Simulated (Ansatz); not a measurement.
**C2H6ClFGe: one species, many methods**

The task here is to estimate one member of a computed series from the others.

Program: Ansatz 0.2.0, Gaussian basis. Level of theory: functionals in def2-TZVPP, the program's frozen cores in correlated methods. These are calculated values, not measurements.

The runs, in order: PBE-D4, r2SCAN-D4, PBE0-D4, B3LYP-D4, ωB97X-V, ωB97M-V, B2PLYP; CCSD(T)/def2-TZVPP; MP2/def2-QZVPP; extrapolation to the limit.

### The geometry

The geometry comes from an earlier relaxation with PBE0-D4 in a triple-zeta def2 set; it is a stationary point, not always the lowest conformer.

SMILES `C[C](F)(Cl)[GeH3]`, 11 atoms, charge 0, spin multiplicity 1.

Atoms are counted from 1 here; the program's logs count them from 0.

Bond lengths: C1–C2 1.503 Å, C1–H6 1.090 Å, C1–H7 1.093 Å, C1–H8 1.092 Å, C2–F3 1.375 Å, C2–Cl4 1.795 Å, C2–Ge5 1.995 Å, Ge5–H9 1.534 Å, Ge5–H10 1.538 Å, Ge5–H11 1.531 Å. Angles: C2–C1–H6 110.5°, C2–C1–H7 109.4°, C2–C1–H8 110.0°, H6–C1–H7 109.1°, H6–C1–H8 108.9°, H7–C1–H8 109.0°, C1–C2–F3 108.7°, C1–C2–Cl4 109.6°, C1–C2–Ge5 115.2°, F3–C2–Cl4 107.2°, F3–C2–Ge5 108.3°, Cl4–C2–Ge5 107.6°, C2–Ge5–H9 108.1°, C2–Ge5–H10 107.9°, C2–Ge5–H11 108.2°, H9–Ge5–H10 110.2°, H9–Ge5–H11 111.3°, H10–Ge5–H11 110.9°.

As a file:

```xyz
11
charge 0, multiplicity 1
C    -1.01450   -0.76334    0.71274
C     0.15942   -0.61125   -0.21399
F     1.18047   -1.41713    0.23274
Cl   -0.29083   -1.18609   -1.85372
Ge    0.86119    1.24738   -0.39665
H    -1.85114   -0.15269    0.37269
H    -0.72630   -0.44561    1.71763
H    -1.32933   -1.80852    0.74690
H    -0.26684    2.13229   -0.94232
H     1.28831    1.73124    0.99896
H     2.05496    1.21671   -1.35427
```

The first run:

in.yaml

```yaml
crystal:
  periodic: [false, false, false]
  atoms:
    - {symbol: C, position_ang: [-1.014501, -0.763338, 0.712742]}
    - {symbol: C, position_ang: [0.159420, -0.611245, -0.213990]}
    - {symbol: F, position_ang: [1.180471, -1.417126, 0.232737]}
    - {symbol: Cl, position_ang: [-0.290834, -1.186089, -1.853722]}
    - {symbol: Ge, position_ang: [0.861193, 1.247376, -0.396650]}
    - {symbol: H, position_ang: [-1.851144, -0.152686, 0.372689]}
    - {symbol: H, position_ang: [-0.726299, -0.445614, 1.717630]}
    - {symbol: H, position_ang: [-1.329326, -1.808520, 0.746897]}
    - {symbol: H, position_ang: [-0.266839, 2.132294, -0.942315]}
    - {symbol: H, position_ang: [1.288306, 1.731242, 0.998957]}
    - {symbol: H, position_ang: [2.054957, 1.216707, -1.354275]}
basis:
  gaussian: {orbitals: def2-TZVPP}
hamiltonian: {xc: pbe, dispersion: d4}
output: {forces: true, orbitals: {seedname: orbitals}}
```

On the command line:

```sh
$ ansatz run in.yaml --threads 2 --pin off --events-out ev --progress --plain --max-ram 22528MiB --backend cpu
```

Among the steps run: PBE-D4 (GGA); r2SCAN-D4 (meta-GGA); PBE0-D4 (hybrid); B3LYP-D4 (hybrid); ωB97X-V (range-separated); ωB97M-V (range-separated); B2PLYP (double hybrid); CCSD(T) in def2-TZVPP; MP2 in def2-QZVPP.

One table of the session follows, with a row left open; its other results are not shown here.

```
            method  atomisation energy (kJ/mol)
            PBE-D4                       3739.5
         r2SCAN-D4                       3690.3
           PBE0-D4                       3676.4
          B3LYP-D4                       3652.3
           ωB97X-V                       3690.5
           ωB97M-V                       3674.0
            B2PLYP                       3618.7
     HF/def2-TZVPP                       2649.2
    MP2/def2-TZVPP                       3642.9
   CCSD/def2-TZVPP                       3537.6
CCSD(T)/def2-TZVPP                            ?
           MP2/CBS                       3728.5
       CCSD(T)/CBS                       3681.5
```

Q: Estimate the row for CCSD(T)/def2-TZVPP from the others.

The run gave: atomisation energy (kJ/mol): 3595.8. In the column «atomisation energy (kJ/mol)» it lies between CCSD/def2-TZVPP (3537.6) and B2PLYP (3618.7).

Caveats from the session: Free atoms (2 C, 1 F, 1 Cl, 1 Ge, 6 H) were run apart at each level; the atomisation energy is their sum less the molecule, without zero-point or spin-orbit terms.
